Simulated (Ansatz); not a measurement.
**C9H8O2S: basis-set convergence**

The task here is to estimate one member of a computed series from the others.

Computed with Ansatz 0.2.0, Gaussian basis. Level: one geometry, several basis sets.

Levels to be run: PBE0-D4/def2-SVP; ωB97M-V/def2-SVP; PBE0-D4/def2-QZVPP; ωB97M-V/def2-QZVPP; the functionals' def2-TZVPP values are taken from earlier runs.

## The geometry

All runs share one geometry, relaxed beforehand with PBE0-D4 in a triple-zeta def2 set.

SMILES `C#CCS(=O)(=O)c1ccccc1`, 20 atoms, charge 0, spin multiplicity 1.

Atoms are counted from 1 here; the program's logs count them from 0.

Bond lengths: C1–C2 1.199 Å, C1–H13 1.064 Å, C2–C3 1.441 Å, C3–S4 1.808 Å, C3–H14 1.092 Å, C3–H15 1.095 Å, S4–O5 1.434 Å, S4–O6 1.437 Å, S4–C7 1.762 Å, C7–C8 1.387 Å, C7–C12 1.387 Å, C8–C9 1.385 Å, C8–H16 1.083 Å, C9–C10 1.388 Å, C9–H17 1.083 Å, C10–C11 1.388 Å, C10–H18 1.084 Å, C11–C12 1.385 Å and more. Angles: C2–C1–H13 179.7°, C1–C2–C3 179.2°, C2–C3–S4 113.8°, C2–C3–H14 112.3°, C2–C3–H15 112.1°, S4–C3–H14 106.4°, S4–C3–H15 103.2°, H14–C3–H15 108.5°, C3–S4–O5 107.9°, C3–S4–O6 105.3°, C3–S4–C7 103.8°, O5–S4–O6 121.1°, O5–S4–C7 108.7°, O6–S4–C7 108.8°, S4–C7–C8 119.1°, S4–C7–C12 119.2°, C8–C7–C12 121.7°, C7–C8–C9 118.9° and more.

Set-up of the first run:

in.yaml reads:

```yaml
crystal:
  periodic: [false, false, false]
  atoms:
    - {symbol: C, position_ang: [2.737445, -0.934806, -1.494118]}
    - {symbol: C, position_ang: [1.601258, -0.882330, -1.872946]}
    - {symbol: C, position_ang: [0.230248, -0.812861, -2.309565]}
    - {symbol: S, position_ang: [-0.660488, 0.631253, -1.685497]}
    - {symbol: O, position_ang: [0.078027, 1.800945, -2.062604]}
    - {symbol: O, position_ang: [-2.021981, 0.446572, -2.104827]}
    - {symbol: C, position_ang: [-0.577480, 0.451515, 0.065012]}
    - {symbol: C, position_ang: [-1.559005, -0.282112, 0.715733]}
    - {symbol: C, position_ang: [-1.483424, -0.430739, 2.090621]}
    - {symbol: C, position_ang: [-0.437581, 0.150591, 2.794332]}
    - {symbol: C, position_ang: [0.533576, 0.888043, 2.131712]}
    - {symbol: C, position_ang: [0.469187, 1.043361, 0.756819]}
    - {symbol: H, position_ang: [3.748227, -0.980566, -1.163756]}
    - {symbol: H, position_ang: [-0.346703, -1.687937, -2.002291]}
    - {symbol: H, position_ang: [0.148386, -0.706142, -3.395908]}
    - {symbol: H, position_ang: [-2.377335, -0.706296, 0.146818]}
    - {symbol: H, position_ang: [-2.246193, -0.993844, 2.615048]}
    - {symbol: H, position_ang: [-0.383659, 0.034276, 3.870711]}
    - {symbol: H, position_ang: [1.341707, 1.347438, 2.688299]}
    - {symbol: H, position_ang: [1.205797, 1.623656, 0.216387]}
basis:
  gaussian: {orbitals: def2-SVP}
hamiltonian: {xc: pbe0, dispersion: d4}
output: {orbitals: {seedname: orbitals}}
```

The run is started by

```
$ ansatz run in.yaml --threads 4 --pin off --events-out ev --progress --plain --max-ram 41984MiB --backend cpu
```

Among the steps run: PBE0-D4 in def2-SVP; ωB97M-V in def2-SVP; PBE0-D4 in def2-QZVPP; ωB97M-V in def2-QZVPP.

One of the session's tables, all rows but one given; the rest of the session is left out.

It belongs to the step «Density functionals: the series». 

```
functional       basis  HOMO (eV)
   PBE0-D4    def2-SVP      -7.80
   PBE0-D4  def2-TZVPP          ?
   PBE0-D4  def2-QZVPP      -7.90
   ωB97M-V    def2-SVP      -9.94
   ωB97M-V  def2-TZVPP     -10.00
   ωB97M-V  def2-QZVPP     -10.01
```

Q: Estimate the row for PBE0-D4, def2-TZVPP from the others.

The run gave: HOMO (eV): -7.87. In the column «HOMO (eV)» it lies between PBE0-D4, def2-QZVPP (-7.90) and PBE0-D4, def2-SVP (-7.80).
